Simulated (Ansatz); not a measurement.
**C₆H₁₄F₂Si: up Jacob's ladder to CCSD(T)**

Aim: compute C₆H₁₄F₂Si with functionals from several rungs and with coupled cluster. The yardstick is the atomisation energy at the CCSD(T) limit.

Method: functionals in def2-TZVPP, the program's frozen cores in correlated methods; program: Ansatz 0.2.0, Gaussian basis.

Plan: LDA (SPW92), PBE-D4, revPBE-D4, BLYP-D4, r2SCAN-D4, B97M-V, PBE0-D4, B3LYP-D4, r2SCANh-D4, r2SCAN0-D4, HSE06-D4, BHLYP-D4, CAM-B3LYP-D4, LC-ωPBE, ωB97X-V, ωB97M-V, B2PLYP, PBE-QIDH; CCSD(T)/def2-SVP; CCSD(T)/def2-TZVPP; MP2/def2-QZVPP; extrapolation to the limit; RPA on PBE.

## 1. Structure used throughout

The geometry comes from an earlier relaxation with PBE0-D4 in a triple-zeta def2 set; it is a stationary point, not always the lowest conformer.

SMILES `CC(C)(C)C[Si](C)(F)F`, 23 atoms, charge 0, spin multiplicity 1.

Atoms are counted from 1 here; the program's logs count them from 0.

Bond lengths: C1–C2 1.528 Å, C1–H10 1.094 Å, C1–H11 1.094 Å, C1–H12 1.094 Å, C2–C3 1.527 Å, C2–C4 1.527 Å, C2–C5 1.540 Å, C3–H13 1.092 Å, C3–H14 1.094 Å, C3–H15 1.093 Å, C4–H16 1.094 Å, C4–H17 1.092 Å, C4–H18 1.093 Å, C5–Si6 1.855 Å, C5–H19 1.099 Å, C5–H20 1.099 Å, Si6–C7 1.847 Å, Si6–F8 1.598 Å and more. Angles: C2–C1–H10 111.1°, C2–C1–H11 111.1°, C2–C1–H12 110.8°, H10–C1–H11 107.9°, H10–C1–H12 107.9°, H11–C1–H12 107.9°, C1–C2–C3 108.9°, C1–C2–C4 108.9°, C1–C2–C5 108.2°, C3–C2–C4 109.6°, C3–C2–C5 110.6°, C4–C2–C5 110.6°, C2–C3–H13 111.9°, C2–C3–H14 111.1°, C2–C3–H15 110.3°, H13–C3–H14 107.7°, H13–C3–H15 107.9°, H14–C3–H15 107.8° and more.

Geometry (Å):

```
C     0.94209   -1.72801   -1.38182
C     0.33886   -1.03507   -0.16095
C     1.33379   -1.11413    0.99417
C    -0.95304   -1.75056    0.22568
C     0.05565    0.43239   -0.53231
Si   -0.69636    1.61936    0.67876
C    -0.91395    3.31667   -0.01520
F    -2.12186    1.09783    1.17762
F     0.19523    1.73065    1.99999
H     1.87487   -1.24552   -1.68731
H     0.25372   -1.69861   -2.23123
H     1.16213   -2.77687   -1.16395
H     0.93379   -0.66822    1.90678
H     2.26415   -0.59388    0.74910
H     1.58132   -2.15702    1.20981
H    -1.69225   -1.69133   -0.57821
H    -1.40287   -1.32144    1.12311
H    -0.75610   -2.80808    0.42129
H    -0.60243    0.45835   -1.41241
H     0.99112    0.90469   -0.86396
H     0.04579    3.74269   -0.31694
H    -1.56982    3.30162   -0.88884
H    -1.35903    3.97759    0.73230
```

## 2. LDA

This LDA is Slater exchange with PW92 correlation.

Contents of in.yaml:

```yaml
crystal:
  periodic: [false, false, false]
  atoms:
    - {symbol: C, position_ang: [0.942088, -1.728006, -1.381822]}
    - {symbol: C, position_ang: [0.338855, -1.035074, -0.160952]}
    - {symbol: C, position_ang: [1.333794, -1.114127, 0.994171]}
    - {symbol: C, position_ang: [-0.953037, -1.750565, 0.225681]}
    - {symbol: C, position_ang: [0.055653, 0.432385, -0.532307]}
    - {symbol: Si, position_ang: [-0.696358, 1.619356, 0.678763]}
    - {symbol: C, position_ang: [-0.913947, 3.316670, -0.015195]}
    - {symbol: F, position_ang: [-2.121862, 1.097829, 1.177620]}
    - {symbol: F, position_ang: [0.195230, 1.730652, 1.999992]}
    - {symbol: H, position_ang: [1.874868, -1.245519, -1.687306]}
    - {symbol: H, position_ang: [0.253724, -1.698609, -2.231228]}
    - {symbol: H, position_ang: [1.162126, -2.776871, -1.163952]}
    - {symbol: H, position_ang: [0.933790, -0.668221, 1.906776]}
    - {symbol: H, position_ang: [2.264145, -0.593875, 0.749101]}
    - {symbol: H, position_ang: [1.581323, -2.157020, 1.209808]}
    - {symbol: H, position_ang: [-1.692247, -1.691327, -0.578210]}
    - {symbol: H, position_ang: [-1.402872, -1.321440, 1.123113]}
    - {symbol: H, position_ang: [-0.756102, -2.808081, 0.421293]}
    - {symbol: H, position_ang: [-0.602433, 0.458350, -1.412414]}
    - {symbol: H, position_ang: [0.991124, 0.904690, -0.863959]}
    - {symbol: H, position_ang: [0.045786, 3.742694, -0.316938]}
    - {symbol: H, position_ang: [-1.569822, 3.301618, -0.888836]}
    - {symbol: H, position_ang: [-1.359028, 3.977593, 0.732299]}
basis:
  gaussian: {orbitals: def2-TZVPP}
hamiltonian: {xc: lda}
output: {orbitals: {seedname: orbitals}}
```

The runs that follow: PBE-D4 (GGA); revPBE-D4 (GGA); BLYP-D4 (GGA); r2SCAN-D4 (meta-GGA); B97M-V (meta-GGA); PBE0-D4 (hybrid); B3LYP-D4 (hybrid); r2SCANh-D4 (hybrid); r2SCAN0-D4 (hybrid); HSE06-D4 (hybrid); BHLYP-D4 (hybrid); CAM-B3LYP-D4 (range-separated); LC-ωPBE (range-separated); ωB97X-V (range-separated); ωB97M-V (range-separated); B2PLYP (double hybrid); PBE-QIDH (double hybrid); CCSD(T) in def2-SVP; CCSD(T) in def2-TZVPP; MP2 in def2-QZVPP; RPA on PBE orbitals.

**Question.** What will the summary of the whole plan be? Wanted: atomisation energy, CCSD(T)/CBS; farthest beyond LDA; mean size of error, GGA; mean size of error, meta-GGA; mean size of error, hybrid; mean size of error, range-separated; mean size of error, double hybrid; gap, smallest and largest; T1 diagnostic.

**Answer**, as computed:

```
                               quantity                                                                                                          value
        atomisation energy, CCSD(T)/CBS                                                                                                  9370.7 kJ/mol
 functionals within 46.9 kJ/mol (0.5 %)  r2SCAN-D4, B97M-V, PBE0-D4, B3LYP-D4, r2SCANh-D4, HSE06-D4, CAM-B3LYP-D4, LC-ωPBE, ωB97X-V, ωB97M-V, PBE-QIDH
                    farthest beyond LDA                                                                                       BHLYP-D4 (-223.4 kJ/mol)
                mean size of error, GGA                                                                                                    91.2 kJ/mol
           mean size of error, meta-GGA                                                                                                     8.4 kJ/mol
             mean size of error, hybrid                                                                                                    65.6 kJ/mol
    mean size of error, range-separated                                                                                                    18.3 kJ/mol
      mean size of error, double hybrid                                                                                                    70.7 kJ/mol
              gap, smallest and largest                                                                      6.83 eV (LDA (SPW92)), 13.84 eV (LC-ωPBE)
                          T1 diagnostic                                                                                                         0.0101
triples share of the correlation energy                                                                                                          3.5 %
```

In words: LDA overbinds by 1212.5 kJ/mol (13 %). PBE-D4 misses by +121.0 kJ/mol. Double hybrids carry the basis error of their MP2 part in triple zeta, and no dispersion term here, so their miss is partly the set-up's. The rungs meta-GGA, range-separated miss on average by less than the doubt on the reference (46.9 kJ/mol), so they tie. Misses under about 46.9 kJ/mol are within the doubt on the reference itself, which lacks core-valence correlation, relativity and higher excitations. Hartree-Fock recovers 76 % of the binding; the rest is correlation. CCSD(T) in def2-SVP is off by -427.2 kJ/mol, worse than the median functional, from the basis alone. Orbital gaps span 6.8 to 13.8 eV; exact exchange widens them.
